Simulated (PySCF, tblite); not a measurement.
# C₂₀H₁₅B: electronic excitations, NMR shifts

Wanted: electronic excitations, NMR shifts for C₂₀H₁₅B (`C#Cc1ccccc1B(c1ccccc1)c1ccccc1`).

Computed with tblite 0.8.0 and PySCF 2.14.0 and routines of our own; the level stands in each step. Atoms count from 0.

## Step 1: The system as given

36 atoms, charge 0, multiplicity 1; geometry from: force field, distance geometry or constructed start.

## Step 2: Relaxing the molecule with GFN2-xTB

The job: settings as JSON, then the geometry in Å.

```
{"job": {"kind": "relax", "xc": "GFN2-xTB", "basis": "xTB"}, "charge": 0, "multiplicity": 1}
C     -2.334100     0.960300    -2.562700
C     -2.379700     0.298500    -1.563700
C     -2.415800    -0.504200    -0.351800
C     -3.640200    -1.094900    -0.004800
C     -3.724300    -1.922500     1.129900
C     -2.594100    -2.158900     1.902400
C     -1.370700    -1.567800     1.562300
C     -1.265600    -0.728400     0.442400
B      0.144400    -0.075200     0.112900
C      1.454300    -0.952900     0.221400
C      1.411800    -2.328200    -0.073800
C      2.567800    -3.108600     0.026800
C      3.774000    -2.522700     0.424500
C      3.831800    -1.160100     0.713800
C      2.673700    -0.370300     0.619700
C      0.228500     1.470600    -0.229000
C      1.194600     1.944600    -1.141900
C      1.255800     3.299600    -1.461000
C      0.357900     4.202400    -0.875200
C     -0.602300     3.740200     0.025000
C     -0.673800     2.384000     0.344800
H     -2.304700     1.549700    -3.441500
H     -4.522800    -0.930900    -0.593100
H     -4.671400    -2.384000     1.390700
H     -2.657800    -2.795100     2.776700
H     -0.514600    -1.761300     2.196000
H      0.491600    -2.796000    -0.388100
H      2.530300    -4.163000    -0.201800
H      4.672000    -3.128200     0.493700
H      4.765200    -0.709400     1.029900
H      2.740300     0.676100     0.872300
H      1.886000     1.262400    -1.619500
H      1.998500     3.660800    -2.163300
H      0.410000     5.251700    -1.121900
H     -1.300000     4.437200     0.468800
H     -1.423100     2.045900     1.043800
```

Launch:

```console
OMP_NUM_THREADS=1 python large_run.py task.json out
```

The driver reads the jobs from task.json and runs them one after another.

Output:

```text
step      E/eV     max force
  0   -1403.48738    1.396
  1   -1403.54833    2.432
  2   -1403.57127    2.027
  3   -1403.61513    0.552
  4   -1403.63386    0.370
  5   -1403.64442    0.330
  6   -1403.64702    0.120
  7   -1403.65108    0.188
  8   -1403.65402    0.218
  9   -1403.65572    0.110
 10   -1403.65680    0.081
 11   -1403.65793    0.125
 12   -1403.65896    0.130
 13   -1403.65974    0.069
 14   -1403.66036    0.044
 15   -1403.66103    0.100
 16   -1403.66171    0.109
 17   -1403.66212    0.058
 18   -1403.66227    0.025
 19   -1403.66233    0.024
 20   -1403.66237    0.026
 21   -1403.66242    0.019
```

Wall time 0.87 s (1 thread of Arm Neoverse N1, shared host); peak memory 0.19 GiB.

Relaxation path:

```tsv
step	energy from step 0 (eV)	largest force (eV/Å)
0	0.0000	1.3954
1	-0.0610	2.4321
2	-0.0839	2.0277
3	-0.1277	0.5517
4	-0.1465	0.3698
5	-0.1570	0.3298
6	-0.1596	0.1198
7	-0.1637	0.1888
8	-0.1666	0.2182
9	-0.1683	0.1099
10	-0.1694	0.0814
11	-0.1706	0.1260
12	-0.1716	0.1298
13	-0.1724	0.0697
14	-0.1730	0.0447
15	-0.1736	0.1007
16	-0.1743	0.1087
17	-0.1747	0.0577
18	-0.1749	0.0247
19	-0.1750	0.0233
20	-0.1750	0.0260
21	-0.1750	0.0193
```

Close pairs (by a distance rule), those that changed most:

```tsv
bond	before (Å)	after (Å)	change (Å)
C1–C2	1.454	1.417	-0.037
B8–C15	1.585	1.558	-0.028
C7–B8	1.589	1.561	-0.027
C3–C4	1.407	1.381	-0.026
C13–C14	1.405	1.382	-0.023
B8–C9	1.580	1.559	-0.021
C5–C6	1.401	1.383	-0.018
C17–C18	1.402	1.385	-0.017
```

The final coordinates are the input of the step that follows.

## Step 3: Harmonic vibrations with GFN2-xTB

The job: settings as JSON, then the geometry in Å.

```
{"job": {"kind": "ir", "xc": "GFN2-xTB", "basis": "xTB"}, "charge": 0, "multiplicity": 1}
C     -2.332542     0.941045    -2.520281
C     -2.326169     0.295530    -1.507613
C     -2.388941    -0.503979    -0.339360
C     -3.606078    -1.095479    -0.003116
C     -3.703352    -1.903793     1.112694
C     -2.580674    -2.138833     1.891391
C     -1.369504    -1.567634     1.547087
C     -1.236761    -0.729204     0.437938
B      0.140732    -0.068924     0.115177
C      1.433209    -0.934703     0.217458
C      1.411432    -2.305803    -0.064463
C      2.553220    -3.079540     0.023923
C      3.751220    -2.506203     0.418116
C      3.798040    -1.154165     0.715949
C      2.657510    -0.380838     0.608473
C      0.219510     1.444975    -0.242348
C      1.178590     1.938955    -1.132749
C      1.241462     3.281991    -1.453024
C      0.357176     4.176273    -0.872866
C     -0.594563     3.715000     0.021952
C     -0.666428     2.368615     0.323161
H     -2.309481     1.520419    -3.394533
H     -4.470243    -0.909313    -0.624711
H     -4.649935    -2.354491     1.373291
H     -2.650202    -2.773206     2.763059
H     -0.498387    -1.758107     2.158748
H      0.480864    -2.763591    -0.371097
H      2.510588    -4.134140    -0.208719
H      4.643471    -3.110710     0.494433
H      4.728851    -0.702932     1.028416
H      2.703309     0.672378     0.847924
H      1.871915     1.248768    -1.592640
H      1.986126     3.636333    -2.151651
H      0.408908     5.227671    -1.117376
H     -1.284955     4.409115     0.479911
H     -1.414270     2.020276     1.022123
```

Output:

```text
mode    cm-1     km/mol
  1      26.0      0.28
  2      32.4      0.44
  3      47.4      0.01
  4      48.6      0.11
  5      52.1      0.01
  6      66.5      0.06
  7     109.3      0.29
  8     114.4      0.20
  9     165.9      0.99
 10     170.4      0.31
 11     193.9      0.28
 12     240.0      0.05
 13     250.8      0.17
 14     264.6      0.21
 15     317.7      0.48
 16     359.8      1.60
 17     367.9      0.58
 18     378.5      0.76
 19     428.8      0.37
 20     431.1      1.05
 21     464.0      1.25
 22     479.1      0.46
 23     493.3      7.66
 24     573.5     24.98
 25     580.2     21.70
 26     582.0      5.64
 27     591.4      6.80
 28     592.0      2.49
 29     636.6      3.06
 30     662.2      6.28
 31     668.5      9.21
 32     672.2      0.19
 33     675.0     13.97
 34     703.8      9.00
 35     738.1     16.72
 36     743.5      7.68
 37     775.2     18.69
 38     776.1      2.43
 39     879.1      3.16
 40     882.5      1.27
 41     885.0      0.93
 42     893.3     19.47
 43     898.8     17.60
 44     907.2      0.88
 45     912.7      0.37
 46     919.9      0.47
 47     930.3      0.39
 48     931.2      1.95
 49     933.5      0.12
 50     934.6      0.32
 51     937.5      0.62
 52     982.3      0.39
 53     998.9      2.13
 54    1084.4      0.20
 55    1088.2      0.80
 56    1095.3      1.21
 57    1097.2      3.75
 58    1120.9      0.19
 59    1123.3      0.37
 60    1160.9      3.01
 61    1182.2      1.94
 62    1182.7      0.02
 63    1183.3      0.13
 64    1205.3     20.37
 65    1208.9      6.34
 66    1218.4     29.50
 67    1239.4     47.49
 68    1241.2    147.73
 69    1251.9     46.78
 70    1283.0      2.68
 71    1288.3      2.05
 72    1303.1      1.94
 73    1309.8      0.26
 74    1311.0      0.36
 75    1412.9      7.41
 76    1416.8      5.95
 77    1420.1      5.81
 78    1449.7     21.80
 79    1464.7     19.23
 80    1466.4     30.87
 81    1552.9      4.47
 82    1568.0      1.96
 83    1569.4      3.07
 84    1580.9     10.24
 85    1592.4     28.17
 86    1595.1      6.17
 87    2251.3      0.09
 88    3062.8      6.77
 89    3063.1     15.31
 90    3064.6      3.69
 91    3065.9      8.29
 92    3066.7      5.90
 93    3071.2     28.31
 94    3072.4     25.10
 95    3072.7      5.53
 96    3077.1    127.39
 97    3078.4     96.92
 98    3080.4     72.08
 99    3084.8     83.29
100    3087.0     82.16
101    3089.3     71.70
102    3394.1      2.83
```

Wall time 7.7 s (1 thread of Arm Neoverse N1, shared host); peak memory 0.18 GiB.

The strongest bands and the atoms that carry them (share of the mass-weighted mode):

```tsv
cm⁻¹	km/mol	atoms
1239	47.5	C2 25 %, H22 21 %, B8 12 %
1241	147.7	B8 28 %, C9 19 %, C15 14 %
3077	127.4	H34 27 %, H31 24 %, H32 22 %, H35 10 %
3078	96.9	H27 26 %, H29 24 %, H30 21 %
3080	72.1	H22 42 %, H24 38 %, H25 11 %
3085	83.3	H33 39 %, H32 21 %, H34 19 %
3087	82.2	H28 42 %, H29 24 %, H27 14 %
3089	71.7	H23 41 %, H24 25 %, H22 20 %
```

## Step 4: Electronic excitations: TDA wB97X-D/6-31G*

Settings changed since step 3:

```diff
@@ -1,2 +1,2 @@
-{"job": {"kind": "ir", "xc": "GFN2-xTB", "basis": "xTB"}, "charge": 0, "multiplicity": 1}
+{"job": {"kind": "uv", "basis": "6-31G*", "grid": 1, "kgrid": 0, "vcut": 1.5, "nstates": 8, "ntriplets": 3, "tda": true, "delta": ["ip_vertical", "ea_vertical"], "pop": true, "xc": "wB97X-D"}, "charge": 0, "multiplicity": 1}
 C     -2.332542     0.941045    -2.520281
```

Level: TDA wB97X-D/6-31G*, vertical, gas phase, core orbitals frozen in the response, virtual orbitals cut by energy.

Output:

```text
start: PBE on a coarse grid of 30289 points
cycle   1  E = -794.8998573955  dE =  3.180e+00  |g| = 8.683e-01  |ddm| = 6.978e+00
cycle   2  E = -794.7770861870  dE =  1.228e-01  |g| = 1.095e+00  |ddm| = 2.689e+00
cycle   3  E = -795.1051672919  dE = -3.281e-01  |g| = 2.635e-01  |ddm| = 1.764e+00
cycle   4  E = -795.1209606611  dE = -1.579e-02  |g| = 1.323e-01  |ddm| = 4.366e-01
cycle   5  E = -795.1256721817  dE = -4.712e-03  |g| = 3.795e-02  |ddm| = 1.792e-01
cycle   6  E = -795.1259161992  dE = -2.440e-04  |g| = 2.515e-02  |ddm| = 6.052e-02
cycle   7  E = -795.1260727219  dE = -1.565e-04  |g| = 6.190e-03  |ddm| = 2.863e-02
final grid: 132600 points
cycle   8  E = -795.6513770121  dE = -1.226e-02  |g| = 3.856e-02  |ddm| = 8.948e-01
cycle   9  E = -795.6520386928  dE = -6.617e-04  |g| = 2.285e-02  |ddm| = 1.585e-01
cycle  10  E = -795.6521592547  dE = -1.206e-04  |g| = 1.397e-02  |ddm| = 3.799e-02
cycle  11  E = -795.6522133333  dE = -5.408e-05  |g| = 4.807e-03  |ddm| = 2.142e-02
cycle  12  E = -795.6522242805  dE = -1.095e-05  |g| = 1.166e-03  |ddm| = 7.727e-03
cycle  13  E = -795.6522233459  dE =  9.346e-07  |g| = 4.974e-04  |ddm| = 2.798e-03
cycle  14  E = -795.6522248423  dE = -1.496e-06  |g| = 2.491e-04  |ddm| = 1.111e-03
cycle  15  E = -795.6522258049  dE = -9.627e-07  |g| = 6.062e-05  |ddm| = 5.561e-04
converged SCF energy = -795.6522258049
Vertical ionisation energy (delta-SCF) = 8.1004 eV   <S^2> = 0.775

Static polarisability (au): isotropic 208.154, principal 132.987 234.450 257.024

Singlet excitations
state   eV       nm        f      main configurations
  1   4.4783    276.9   0.08646   H->L 0.88
  2   4.7689    260.0   0.25198   H-1->L 0.83
  3   4.9545    250.2   0.11045   H-2->L 0.65
  4   5.0107    247.4   0.03618   H-3->L 0.43, H-4->L 0.14, H-2->L 0.11
  5   5.1099    242.6   0.01350   H-4->L 0.47, H-3->L 0.22
  6   5.3548    231.5   0.09824   H-5->L 0.32, H-6->L 0.20, H-6->L+1 0.13
  7   5.6023    221.3   0.14671   H->L+1 0.24, H-7->L 0.13, H-6->L 0.11
  8   5.7824    214.4   0.07067   H-7->L 0.35, H-5->L 0.27

Triplet excitations (Tamm-Dancoff, eV): 3.4650 3.7277 3.9245
```

Run time: 4.4 min. Hardware: 1 thread of Arm Neoverse N1, shared host; peak memory 0.63 GiB.

Frontier orbitals and where they lie:

```tsv
orbital	eV	atoms
HOMO−4	-8.90	C10 22 %, C13 22 %, C9 8 %
HOMO−3	-8.82	C11 16 %, C14 16 %, C6 7 %
HOMO−2	-8.66	C19 21 %, C16 20 %, C17 15 %
HOMO−1	-8.45	C15 20 %, C18 18 %, C20 9 %
HOMO	-8.13	C0 26 %, C5 16 %, C2 15 %
LUMO	0.02	B8 36 %, C12 7 %, C4 6 %
LUMO+1	1.23	C5 20 %, C2 15 %, C0 14 %
LUMO+2	1.76	C7 15 %, C4 14 %, C6 12 %
LUMO+3	1.98	C9 14 %, C12 14 %, C15 11 %
```

With each of the 8 states as a Gaussian band of 0.4 eV half-width at 1/e, the curve within the window shown has maxima at 256 nm (ε 18,000) L/(mol cm). Beyond the last state computed it falls off for lack of states. The curve at chosen wavelengths:

nm, ε (L/mol/cm) and a bar:
```
      204       3187 #####
      209       5924 #########
      213       8275 #############
      218      10675 #################
      222      11850 ###################
      227      12520 #####################
      232      12910 #####################
      236      13460 ######################
      241      14662 ########################
      245      15890 ##########################
      250      17295 #############################
      255      18019 ##############################
      259      17871 ##############################
      264      16752 ############################
      268      15255 #########################
      273      12931 #####################
      278      10445 #################
      282       8535 ##############
      287       6403 ##########
      291       4958 ########
      296       3496 #####
      301       2390 ###
      305       1726 ##
      310       1121 #
      314        779 #
      319        483
```

Ground-state properties from the same run:

```tsv
property	computed
dipole moment (D)	0.43
polarisability (Å³)	30.85
HOMO–LUMO gap (eV)	8.16
−ε(HOMO) (eV)	8.13
```

## Step 5: NMR shifts: GIAO B97-D/pcSseg-1

Settings changed since step 4:

```diff
@@ -1,2 +1,2 @@
-{"job": {"kind": "uv", "basis": "6-31G*", "grid": 1, "kgrid": 0, "vcut": 1.5, "nstates": 8, "ntriplets": 3, "tda": true, "delta": ["ip_vertical", "ea_vertical"], "pop": true, "xc": "wB97X-D"}, "charge": 0, "multiplicity": 1}
+{"job": {"kind": "nmr", "basis": "pcSseg-1", "pop": false, "xc": "B97-D"}, "charge": 0, "multiplicity": 1}
 C     -2.332542     0.941045    -2.520281
```

With the program's defaults for keys left out, this is: GIAO B97-D/pcSseg-1 NMR shielding, non-relativistic, gas phase.

Output:

```text
start: PBE on a coarse grid of 30289 points
cycle   1  E = -794.4450533146  dE =  3.140e+00  |g| = 8.575e-01  |ddm| = 6.525e+00
cycle   2  E = -794.2842412215  dE =  1.608e-01  |g| = 1.148e+00  |ddm| = 2.620e+00
cycle   3  E = -794.6329835689  dE = -3.487e-01  |g| = 3.056e-01  |ddm| = 1.801e+00
cycle   4  E = -794.6558276857  dE = -2.284e-02  |g| = 1.306e-01  |ddm| = 4.576e-01
cycle   5  E = -794.6601388007  dE = -4.311e-03  |g| = 4.015e-02  |ddm| = 1.561e-01
cycle   6  E = -794.6604001403  dE = -2.613e-04  |g| = 2.616e-02  |ddm| = 6.060e-02
cycle   7  E = -794.6605710785  dE = -1.709e-04  |g| = 6.337e-03  |ddm| = 2.736e-02
final grid: 281576 points
cycle   8  E = -795.2101583135  dE = -3.117e-03  |g| = 2.936e-02  |ddm| = 2.814e-01
cycle   9  E = -795.2095473973  dE =  6.109e-04  |g| = 5.552e-02  |ddm| = 1.052e-01
cycle  10  E = -795.2102848222  dE = -7.374e-04  |g| = 2.262e-02  |ddm| = 6.464e-02
cycle  11  E = -795.2104117114  dE = -1.269e-04  |g| = 4.916e-03  |ddm| = 2.184e-02
cycle  12  E = -795.2104149180  dE = -3.207e-06  |g| = 3.176e-03  |ddm| = 8.554e-03
cycle  13  E = -795.2104181191  dE = -3.201e-06  |g| = 5.936e-04  |ddm| = 4.320e-03
cycle  14  E = -795.2104175697  dE =  5.494e-07  |g| = 1.623e-04  |ddm| = 8.215e-04
cycle  15  E = -795.2104165686  dE =  1.001e-06  |g| = 7.703e-05  |ddm| = 2.739e-04
converged SCF energy = -795.2104165686

GIAO shielding tensors (ppm)
atom      isotropic    diamagn.    paramagn.     s11        s22        s33       span
  0 C       94.569     263.748    -169.179     41.275     56.423    186.009    144.734
  1 C       92.879     252.920    -160.041     -9.445      7.655    280.426    289.871
  2 C       54.085     256.543    -202.458    -41.621     42.771    161.106    202.727
  3 C       47.949     239.396    -191.448    -55.362     39.707    159.501    214.864
  4 C       52.498     252.725    -200.227    -51.997     38.611    170.878    222.874
  5 C       55.947     252.356    -196.409    -46.627     43.906    170.561    217.188
  6 C       44.974     252.856    -207.883    -61.099     30.780    165.240    226.340
  7 C       32.908     261.724    -228.816    -46.989    -32.242    177.955    224.944
  8 B       37.286     198.853    -161.567      5.350      8.756     97.752     92.403
  9 C       38.007     259.877    -221.869    -42.157    -29.846    186.025    228.182
 10 C       42.432     253.383    -210.951    -64.649     27.328    164.618    229.267
 11 C       54.946     252.526    -197.580    -50.434     45.358    169.914    220.348
 12 C       50.626     253.657    -203.031    -55.227     36.580    170.524    225.751
 13 C       55.348     252.792    -197.444    -49.535     45.699    169.881    219.416
 14 C       42.047     253.825    -211.778    -64.667     26.091    164.717    229.384
 15 C       36.914     260.070    -223.156    -46.170    -29.733    186.646    232.816
 16 C       43.688     254.681    -210.993    -61.245     27.766    164.542    225.787
 17 C       55.407     253.886    -198.479    -49.526     45.751    169.996    219.522
 18 C       51.438     254.519    -203.080    -54.103     37.925    170.493    224.596
 19 C       54.888     253.393    -198.506    -50.629     45.070    170.223    220.852
 20 C       43.262     253.670    -210.408    -63.206     27.602    165.388    228.594
 21 H       29.514      37.920      -8.406     24.321     28.318     35.904     11.584
 22 H       24.061      30.003      -5.942     20.757     22.839     28.589      7.833
 23 H       24.308      26.561      -2.253     21.413     24.987     26.525      5.112
 24 H       24.409      29.573      -5.164     21.406     24.409     27.413      6.007
 25 H       24.456      35.732     -11.276     20.180     22.344     30.844     10.664
 26 H       24.182      36.064     -11.882     19.643     21.752     31.151     11.508
 27 H       24.300      29.813      -5.513     20.932     24.227     27.741      6.809
 28 H       24.198      27.443      -3.246     21.187     24.754     26.651      5.464
 29 H       24.289      29.844      -5.555     20.921     24.319     27.626      6.705
 30 H       24.051      36.266     -12.215     19.197     21.910     31.047     11.850
 31 H       24.133      37.021     -12.888     19.379     22.660     30.361     10.982
 32 H       24.307      30.826      -6.519     21.123     24.399     27.399      6.275
 33 H       24.256      28.487      -4.231     21.353     24.868     26.547      5.194
 34 H       24.371      30.493      -6.122     21.112     24.324     27.677      6.565
 35 H       24.116      36.000     -11.884     19.933     21.765     30.649     10.716
```

Run time: 88 s. Hardware: 1 thread of Arm Neoverse N1, shared host; peak memory 0.65 GiB.

The references, computed at this level on geometries of the same kind, shield at (ppm): 1H TMS 31.85, 13C TMS 181.8, 11B BF3·OEt2 97.6. Their shielding less the atom's gives the shift. The references are single molecules in the gas phase. Atoms listed in one row are averaged.

```tsv
atoms	environment	σ (ppm)	δ (ppm)
C7	substituted aromatic carbon	32.9	148.9
C9, C15	substituted aromatic carbon	37.5	144.3
C10, C14, C16, C20	aromatic CH	42.9	138.9
C6	aromatic CH	45.0	136.8
C3	aromatic CH	47.9	133.8
C12, C18	aromatic CH	51.0	130.7
C4	aromatic CH	52.5	129.3
C2	substituted aromatic carbon	54.1	127.7
C11, C13, C17, C19	aromatic CH	55.1	126.6
C5	aromatic CH	55.9	125.8
C1	alkyne carbon	92.9	88.9
C0	terminal alkyne carbon	94.6	87.2
H22	hydrogen on an aromatic CH	24.06	7.79
H26, H30, H31, H35	hydrogen on an aromatic CH	24.12	7.73
H28, H33	hydrogen on an aromatic CH	24.23	7.62
H23	hydrogen on an aromatic CH	24.31	7.54
H27, H29, H32, H34	hydrogen on an aromatic CH	24.32	7.53
H24	hydrogen on an aromatic CH	24.41	7.44
H25	hydrogen on an aromatic CH	24.46	7.39
H21	hydrogen on a terminal alkyne carbon	29.51	2.33
B8	boron bonded to 3 C	37.3	60.3
```

Ring of atoms C2, C3, C4, C5, C6, C7: NICS(0) -6.6, NICS(1) -9.5, NICS(1)zz -25.0 ppm (means of both faces).

Ring of atoms C9, C10, C11, C12, C13, C14: NICS(0) -6.9, NICS(1) -10.2, NICS(1)zz -27.4 ppm (means of both faces).

## Step 6: What came out

```
                                                                quantity                                                                                 value
                               strongest single infrared mode (GFN2-xTB)                                                                 1241 cm⁻¹, 148 km/mol
                                            zero-point energy (GFN2-xTB)                                                                        173.3 kcal/mol
                                         lowest singlet (wB97X-D/6-31G*)                                                           4.48 eV (277 nm), f = 0.086
                                brightest single state of those computed                                                           state 2, 4.77 eV, f = 0.252
                                                          lowest triplet                                                                               3.46 eV
13C shifts against TMS (B97-D/pcSseg-1, means over atoms taken as alike)  148.9, 144.3, 138.9, 136.8, 133.8, 130.7, 129.3, 127.7, 126.6, 125.8, 88.9, 87.2 ppm
 1H shifts against TMS (B97-D/pcSseg-1, means over atoms taken as alike)                                    7.79, 7.73, 7.62, 7.54, 7.53, 7.44, 7.39, 2.33 ppm
                            11B shifts against BF3·OEt2 (B97-D/pcSseg-1)                                                                              60.3 ppm
```

**Reading.** No mode is imaginary among the 102: a minimum at this level. Unscaled tight-binding wavenumbers are off by several per cent, some by more. Its intensities can rank the bands wrongly. The lowest singlet, at 4.48 eV, is HOMO→LUMO 0.88 and is bright; of the 8 states computed, the strongest absorption comes from state 2 at 4.77 eV. The lowest triplet lies 1.01 eV below the lowest singlet. At B97-D/pcSseg-1: The widest tensor belongs to C1: span 290 ppm, with a paramagnetic part of -160 ppm. NICS(1)zz of -25 ppm above the planar ring from C2 marks a diatropic (aromatic) ring current. NICS(1)zz of -27 ppm above the planar ring from C9 marks a diatropic (aromatic) ring current.
